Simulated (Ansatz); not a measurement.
# H6O2SiSn: up Jacob's ladder to CCSD(T)

One table from this session's results is given with a row withheld; the runs are named, their logs left out.

Program: Ansatz 0.2.0, Gaussian basis. Level of theory: functionals in def2-TZVPP, the program's frozen cores in correlated methods. These are calculated values, not measurements.

Plan: LDA (SPW92), PBE-D4, revPBE-D4, BLYP-D4, r2SCAN-D4, B97M-V, PBE0-D4, B3LYP-D4, r2SCANh-D4, r2SCAN0-D4, HSE06-D4, BHLYP-D4, CAM-B3LYP-D4, LC-ωPBE, ωB97X-V, ωB97M-V, B2PLYP, PBE-QIDH; CCSD(T)/def2-SVP; CCSD(T)/def2-TZVPP; MP2/def2-QZVPP; extrapolation to the limit; RPA on PBE.

### The relaxed structure

The geometry comes from an earlier relaxation with PBE0-D4 in a triple-zeta def2 set; it is a stationary point, not always the lowest conformer. Sn takes the def2 core potential; no spin-orbit term is included.

SMILES `O[SiH2][O][SnH3]`, 10 atoms, charge 0, spin multiplicity 1.

Atoms are counted from 1 here; the program's logs count them from 0.

Bond lengths: O1–Si2 1.648 Å, O1–H5 0.958 Å, Si2–O3 1.622 Å, Si2–H6 1.486 Å, Si2–H7 1.484 Å, O3–Sn4 1.968 Å, Sn4–H8 1.703 Å, Sn4–H9 1.700 Å, Sn4–H10 1.704 Å. Angles: Si2–O1–H5 117.3°, O1–Si2–O3 112.8°, O1–Si2–H6 110.3°, O1–Si2–H7 103.7°, O3–Si2–H6 107.0°, O3–Si2–H7 111.2°, H6–Si2–H7 111.8°, Si2–O3–Sn4 132.8°, O3–Sn4–H8 106.3°, O3–Sn4–H9 103.9°, O3–Sn4–H10 107.2°, H8–Sn4–H9 112.8°, H8–Sn4–H10 112.8°, H9–Sn4–H10 113.2°.

The first run:

File in.yaml:

```yaml
crystal:
  periodic: [false, false, false]
  atoms:
    - {symbol: O, position_ang: [-0.517217, 0.816211, -1.878692]}
    - {symbol: Si, position_ang: [-0.484256, 1.322051, -0.310181]}
    - {symbol: O, position_ang: [-0.437013, 0.092389, 0.746116]}
    - {symbol: Sn, position_ang: [0.749279, -1.467661, 0.928844]}
    - {symbol: H, position_ang: [-1.336452, 0.439292, -2.202306]}
    - {symbol: H, position_ang: [-1.701250, 2.115865, 0.000653]}
    - {symbol: H, position_ang: [0.747208, 2.145947, -0.231285]}
    - {symbol: H, position_ang: [0.097669, -2.682264, -0.071318]}
    - {symbol: H, position_ang: [0.659478, -1.857252, 2.581337]}
    - {symbol: H, position_ang: [2.305752, -0.975677, 0.439831]}
basis:
  gaussian: {orbitals: def2-TZVPP}
hamiltonian: {xc: lda}
output: {orbitals: {seedname: orbitals}}
```

On the command line:

```
> ansatz run in.yaml --threads 4 --pin off --events-out ev --progress --plain --max-ram 10444MiB
```

Among the steps run: LDA; PBE-D4 (GGA); revPBE-D4 (GGA); BLYP-D4 (GGA); r2SCAN-D4 (meta-GGA); B97M-V (meta-GGA); B3LYP-D4 (hybrid); r2SCANh-D4 (hybrid); r2SCAN0-D4 (hybrid); HSE06-D4 (hybrid); BHLYP-D4 (hybrid); CAM-B3LYP-D4 (range-separated); LC-ωPBE (range-separated); ωB97X-V (range-separated); ωB97M-V (range-separated); B2PLYP (double hybrid); PBE-QIDH (double hybrid).

One of the session's tables, all rows but one given; the rest of the session is left out.

It belongs to the step «Orbital energies across the functionals». 

```
  functional  HOMO (eV)  gap (eV)
 LDA (SPW92)      -6.93      5.29
      PBE-D4      -6.87      5.48
   revPBE-D4      -6.83      5.55
     BLYP-D4      -6.79      5.48
   r2SCAN-D4      -7.20      6.18
      B97M-V      -7.33      6.05
     PBE0-D4      -8.28      7.69
    B3LYP-D4      -8.08      7.25
  r2SCANh-D4      -7.73      6.98
  r2SCAN0-D4      -8.51      8.15
    HSE06-D4      -7.88      6.92
    BHLYP-D4      -9.66      9.78
CAM-B3LYP-D4      -9.70      9.96
     LC-ωPBE     -11.03     12.41
     ωB97X-V          ?         ?
     ωB97M-V     -10.57     11.46
```

Q: Estimate the row for ωB97X-V from the others.

**Answer.** HOMO (eV): -10.71; gap (eV): 11.95. In the column «HOMO (eV)» it lies between LC-ωPBE (-11.03) and ωB97M-V (-10.57).
